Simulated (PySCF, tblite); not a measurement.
# C5H6N2OS: a rotation path, then NMR shifts on frames

Aim: move C5H6N2OS (`C[S@@](=O)c1ccnnc1`) away from its starting geometry and see how NMR shifts follow the geometry.

Computed with tblite 0.8.0 and PySCF 2.14.0, with density-fitted response routines of our own, on a single molecule in the gas phase. Atoms count from 0, in the outputs and in this text.

## Step 1: Starting geometry

15 atoms, charge 0, multiplicity 1; geometry from: GFN2-xTB.

Bonds of the start (Å): C0–S1 1.85, S1–O2 1.46, S1–C3 1.83, C3–C4 1.38, C4–C5 1.39, C5–N6 1.32, N6–N7 1.30, N7–C8 1.32, C8–C3 1.39, C0–H9 1.08, C0–H10 1.08, C0–H11 1.09, C4–H12 1.08, C5–H13 1.08, C8–H14 1.08.

## Step 2: The rotation path with GFN2-xTB

The job: settings as JSON, then the geometry in Å.

```
{"job": {"kind": "neb", "xc": "GFN2-xTB", "basis": "xTB", "atoms": [8, 3, 1, 0], "turn": 120}, "charge": 0, "multiplicity": 1}
C     -2.282896     0.120344    -0.542407
S     -1.467732     0.467258     1.084696
O     -1.651606    -0.732154     1.896613
C      0.215622     0.299420     0.374791
C      0.967378    -0.818189     0.669652
C      2.243294    -0.877216     0.109901
N      2.727532     0.084762    -0.650881
N      2.021719     1.140799    -0.912153
C      0.802175     1.273889    -0.428760
H     -1.954698    -0.844030    -0.915244
H     -2.027200     0.914712    -1.233701
H     -3.353706     0.102296    -0.366345
H      0.566092    -1.593531     1.305934
H      2.900776    -1.718188     0.278141
H      0.288836     2.187817    -0.692149
```

Method: GFN2-xTB climbing-image nudged elastic band, gas phase.

On the command line:

```sh
> OMP_NUM_THREADS=1 python probes_run.py task.json out
```

This one command runs all jobs of the session in turn.

The log of the run:

```text
image   E - E0 / eV
  0       0.0000
  1       0.0295
  2       0.0989
  3       0.1651
  4       0.1886
  5       0.1688
  6       0.1129
  7       0.0517
  8       0.0226
```

Run time: 11 s. Hardware: 1 thread of Intel Xeon Platinum 8175M at 2.50GHz, shared host; peak memory 0.19 GiB.

The final band, with the dihedral C8–C3–S1–C0:

| image | dihedral (°) | energy (eV) | energy (kcal/mol) |
| --- | --- | --- | --- |
| 0 | 75 | 0.000 | 0.0 |
| 1 | 99 | 0.030 | 0.7 |
| 2 | 123 | 0.099 | 2.3 |
| 3 | 146 | 0.165 | 3.8 |
| 4 | 170 | 0.189 | 4.4 |
| 5 | 193 | 0.169 | 3.9 |
| 6 | 216 | 0.113 | 2.6 |
| 7 | 238 | 0.052 | 1.2 |
| 8 | 261 | 0.023 | 0.5 |

## Step 3: Shielding tensors: image 0, PBE0/pcSseg-1

The job: settings as JSON, then the geometry in Å.

```
{"job": {"kind": "nmr", "xc": "PBE0", "basis": "pcSseg-1", "pop": false}, "charge": 0, "multiplicity": 1}
C     -2.282900     0.120300    -0.542400
S     -1.467700     0.467300     1.084700
O     -1.651600    -0.732200     1.896600
C      0.215600     0.299400     0.374800
C      0.967400    -0.818200     0.669700
C      2.243300    -0.877200     0.109900
N      2.727500     0.084800    -0.650900
N      2.021700     1.140800    -0.912200
C      0.802200     1.273900    -0.428800
H     -1.954700    -0.844000    -0.915200
H     -2.027200     0.914700    -1.233700
H     -3.353700     0.102300    -0.366300
H      0.566100    -1.593500     1.305900
H      2.900800    -1.718200     0.278100
H      0.288800     2.187800    -0.692100
```

Method: GIAO PBE0/pcSseg-1 NMR shielding, non-relativistic, gas phase.

The log of the run:

```text
coarse grid: 13984 points
cycle   1  E = -776.1034218850  dE =  1.904e+00  |g| = 9.002e-01  |ddm| = 4.065e+00
cycle   2  E = -775.2975062335  dE =  8.059e-01  |g| = 2.158e+00  |ddm| = 4.444e+00
cycle   3  E = -776.2515116843  dE = -9.540e-01  |g| = 2.049e-01  |ddm| = 3.713e+00
cycle   4  E = -776.2584066067  dE = -6.895e-03  |g| = 1.260e-01  |ddm| = 3.693e-01
cycle   5  E = -776.2622015343  dE = -3.795e-03  |g| = 2.992e-02  |ddm| = 1.438e-01
cycle   6  E = -776.2623777412  dE = -1.762e-04  |g| = 1.408e-02  |ddm| = 3.958e-02
cycle   7  E = -776.2624265551  dE = -4.881e-05  |g| = 2.126e-03  |ddm| = 1.435e-02
cycle   8  E = -776.2624273908  dE = -8.357e-07  |g| = 1.090e-03  |ddm| = 2.967e-03
final grid: 133216 points
cycle   9  E = -776.3258818334  dE = -2.628e-05  |g| = 1.072e-02  |ddm| = 4.508e-02
cycle  10  E = -776.3258433655  dE =  3.847e-05  |g| = 1.717e-02  |ddm| = 3.275e-02
cycle  11  E = -776.3259063339  dE = -6.297e-05  |g| = 3.198e-03  |ddm| = 2.298e-02
cycle  12  E = -776.3259083448  dE = -2.011e-06  |g| = 3.704e-04  |ddm| = 3.599e-03
cycle  13  E = -776.3259083706  dE = -2.577e-08  |g| = 2.207e-04  |ddm| = 6.017e-04
cycle  14  E = -776.3259083824  dE = -1.178e-08  |g| = 5.649e-05  |ddm| = 2.542e-04
cycle  15  E = -776.3259083831  dE = -6.708e-10  |g| = 1.987e-05  |ddm| = 7.465e-05
converged SCF energy = -776.3259083831

GIAO shielding tensors (ppm)
atom      isotropic    diamagn.    paramagn.     s11        s22        s33       span
  0 C      134.886     254.197    -119.311     99.592    124.529    180.538     80.947
  1 S      203.228    1052.843    -849.615     45.304    107.770    456.609    411.305
  2 O      300.960     397.292     -96.332     87.675    323.568    491.638    403.963
  3 C       25.133     269.804    -244.671    -65.338     -1.672    142.410    207.748
  4 C       63.370     252.219    -188.849    -57.513     41.754    205.869    263.382
  5 C       29.867     251.198    -221.330    -97.312     40.377    146.538    243.850
  6 N     -204.519     321.277    -525.796   -664.085   -204.846    255.373    919.457
  7 N     -198.956     321.124    -520.080   -646.673   -201.761    251.565    898.237
  8 C       36.741     248.855    -212.114    -83.902     46.021    148.105    232.006
  9 H       29.288      31.787      -2.498     26.280     28.736     32.849      6.569
 10 H       29.769      31.373      -1.604     25.725     28.543     35.040      9.316
 11 H       28.816      28.681       0.135     25.790     26.249     34.409      8.619
 12 H       23.589      33.215      -9.626     19.672     21.305     29.790     10.117
 13 H       21.790      28.839      -7.050     18.784     18.947     27.638      8.855
 14 H       22.378      31.075      -8.697     18.231     19.572     29.330     11.099
```

It took 69 s on 1 thread of Intel Xeon Platinum 8175M at 2.50GHz, shared host; peak memory 0.84 GiB.

The references, computed at this level on geometries of the same kind, shield at (ppm): ¹H TMS 31.72, ¹³C TMS 186.9, ¹⁵N NH3 267.7, ¹⁷O H2O 336.1, ³³S CS2 504. Their shielding less the atom's gives the shift. The references are single molecules in the gas phase, so shifts against H2O, NH3, PH3, H3PO4 or CFCl3 are not on the usual liquid scales and can be off by tens of ppm. Each atom is listed at this fixed geometry, with no averaging over motion; a spectrum would average atoms that exchange fast.

```
atoms                                         environment  σ (ppm)  δ (ppm)
   C3                      aromatic carbon bearing sulfur     25.1    161.8
   C5                 aromatic CH next to a ring nitrogen     29.9    157.1
   C8                 aromatic CH next to a ring nitrogen     36.7    150.2
   C4                                         aromatic CH     63.4    123.6
   C0                           methyl carbon bonded to S    134.9     52.0
  H13  hydrogen on an aromatic CH next to a ring nitrogen    21.79     9.93
  H14  hydrogen on an aromatic CH next to a ring nitrogen    22.38     9.34
  H12                          hydrogen on an aromatic CH    23.59     8.13
  H11             hydrogen on a methyl carbon bonded to S    28.82     2.90
   H9             hydrogen on a methyl carbon bonded to S    29.29     2.43
  H10             hydrogen on a methyl carbon bonded to S    29.77     1.95
   S1                                    sulfoxide sulfur      203      301
   O2                                          S=O oxygen    301.0     35.1
   N6                         pyridine-type ring nitrogen   -204.5    472.2
   N7                         pyridine-type ring nitrogen   -199.0    466.7
```

Ring of atoms C3, C4, C5, N6, N7, C8: NICS(0) -6.3, NICS(1) -11.8, NICS(1)zz -28.9 ppm (means of both faces).

The fields below are evaluated on a grid from the run's orbitals.

Frontier orbitals at PBE0/pcSseg-1, with the share of their density that lies nearest to each atom:

```
orbital  energy (eV)                                        lies on
   HOMO        -6.91  N6, N7 about 35 % each; C5, C8 about 6 % each
   LUMO        -1.85                      N6 23 %; C3 23 %; C4 17 %
```

ELF in a plane through or near 6 of the atoms.

Ten even steps from '0' (0.00) to '9' (1.00):
```
0000000000000000000000000000
0000000000000000000000000000
0000000000000000000000000000
0000000145410000000000000000
0000000279830000000000000000
0000000179851120016720000000
0000355246665520099981000000
0001799867666620299981000000
0001799426103530179866750000
0000356687102550152489992000
0000002523756740165499993000
0000169823966620035479981000
0000799984566400000002200000
0000599950379700000000000000
0000047400399800221000000000
0000000000178500010000000000
0000000000000000000000000000
0000000000000000000000000000
0000000000000000000000000000
0000000000000000000000000000
```
The map spans 11.9 Å across and 9.6 Å up, centred on the molecule. Atoms in the plane (x, y in Å): C0 (2.3, 0.2), C5 (-2.3, -0.5), N6 (-2.7, 0.8), H10 (2.2, 1.2), H11 (3.3, -0.1), H13 (-3.1, -1.2).

On the surface of density 0.002 e/bohr³ the electrostatic potential runs, from the 1st to the 99th percentile, from -1.78 V near N6 to 1.66 V near H10.

## Step 4: NMR shieldings: image 2, PBE0/pcSseg-1

The job: settings as JSON, then the geometry in Å.

```
{"job": {"kind": "nmr", "xc": "PBE0", "basis": "pcSseg-1", "pop": false}, "charge": 0, "multiplicity": 1}
C     -2.271400    -0.285500    -0.467300
S     -1.513000     0.828300     0.802100
O     -1.655600     0.125000     2.073700
C      0.215300     0.486900     0.257700
C      0.754300    -0.782400     0.294900
C      2.081900    -0.907600    -0.113200
N      2.811300     0.124700    -0.487900
N      2.312900     1.321100    -0.486300
C      1.057900     1.525100    -0.134200
H     -1.908200    -1.297500    -0.325600
H     -2.022600     0.080600    -1.456200
H     -3.345900    -0.261100    -0.315200
H      0.182300    -1.633200     0.633500
H      2.575200    -1.868400    -0.140200
H      0.721300     2.551900    -0.158000
```

With the program's defaults for keys left out, this is: GIAO PBE0/pcSseg-1 NMR shielding, non-relativistic, gas phase.

The log of the run:

```text
coarse grid: 13984 points
cycle   1  E = -776.0945178579  dE =  1.901e+00  |g| = 9.087e-01  |ddm| = 4.077e+00
cycle   2  E = -775.1983240793  dE =  8.962e-01  |g| = 2.239e+00  |ddm| = 4.535e+00
cycle   3  E = -776.2455727834  dE = -1.047e+00  |g| = 2.118e-01  |ddm| = 3.853e+00
cycle   4  E = -776.2533775355  dE = -7.805e-03  |g| = 1.253e-01  |ddm| = 3.906e-01
cycle   5  E = -776.2571141117  dE = -3.737e-03  |g| = 2.515e-02  |ddm| = 1.525e-01
cycle   6  E = -776.2572203830  dE = -1.063e-04  |g| = 1.455e-02  |ddm| = 4.173e-02
cycle   7  E = -776.2572720146  dE = -5.163e-05  |g| = 2.731e-03  |ddm| = 1.575e-02
cycle   8  E = -776.2572736252  dE = -1.611e-06  |g| = 1.128e-03  |ddm| = 3.675e-03
final grid: 133216 points
cycle   9  E = -776.3204174995  dE = -2.880e-05  |g| = 1.115e-02  |ddm| = 4.329e-02
cycle  10  E = -776.3203731724  dE =  4.433e-05  |g| = 1.821e-02  |ddm| = 3.499e-02
cycle  11  E = -776.3204440779  dE = -7.091e-05  |g| = 3.380e-03  |ddm| = 2.444e-02
cycle  12  E = -776.3204463205  dE = -2.243e-06  |g| = 3.716e-04  |ddm| = 3.644e-03
cycle  13  E = -776.3204463438  dE = -2.332e-08  |g| = 2.481e-04  |ddm| = 6.811e-04
cycle  14  E = -776.3204463588  dE = -1.500e-08  |g| = 5.778e-05  |ddm| = 2.867e-04
cycle  15  E = -776.3204463595  dE = -7.178e-10  |g| = 2.027e-05  |ddm| = 8.723e-05
converged SCF energy = -776.3204463595

GIAO shielding tensors (ppm)
atom      isotropic    diamagn.    paramagn.     s11        s22        s33       span
  0 C      135.820     254.866    -119.046    106.122    121.717    179.621     73.499
  1 S      181.556    1052.313    -870.757      2.274    101.912    440.482    438.209
  2 O      268.328     396.129    -127.800     56.106    285.721    463.157    407.051
  3 C       28.257     270.411    -242.153    -64.894     -0.887    150.553    215.447
  4 C       61.565     254.515    -192.950    -55.298     45.965    194.027    249.326
  5 C       29.672     251.044    -221.371   -100.152     41.682    147.488    247.640
  6 N     -218.197     320.781    -538.978   -695.552   -213.346    254.306    949.858
  7 N     -209.659     320.397    -530.056   -670.293   -206.185    247.503    917.796
  8 C       35.728     247.070    -211.342    -82.028     45.147    144.064    226.092
  9 H       28.932      32.519      -3.587     25.424     29.414     31.959      6.535
 10 H       30.032      31.357      -1.325     26.647     28.104     35.344      8.697
 11 H       28.798      28.704       0.094     25.549     26.906     33.938      8.388
 12 H       23.604      33.471      -9.867     20.352     20.742     29.716      9.364
 13 H       21.744      29.143      -7.399     18.163     19.166     27.903      9.740
 14 H       22.049      30.258      -8.210     18.149     19.371     28.626     10.476
```

Run time: 52 s. Hardware: 1 thread of Intel Xeon Platinum 8175M at 2.50GHz, shared host; peak memory 0.86 GiB.

In short: δ C3 158.7, C5 157.3, C8 151.2, C4 125.4, H13 9.97, H14 9.67 ppm.

(Part 1 of 2 ends here.)
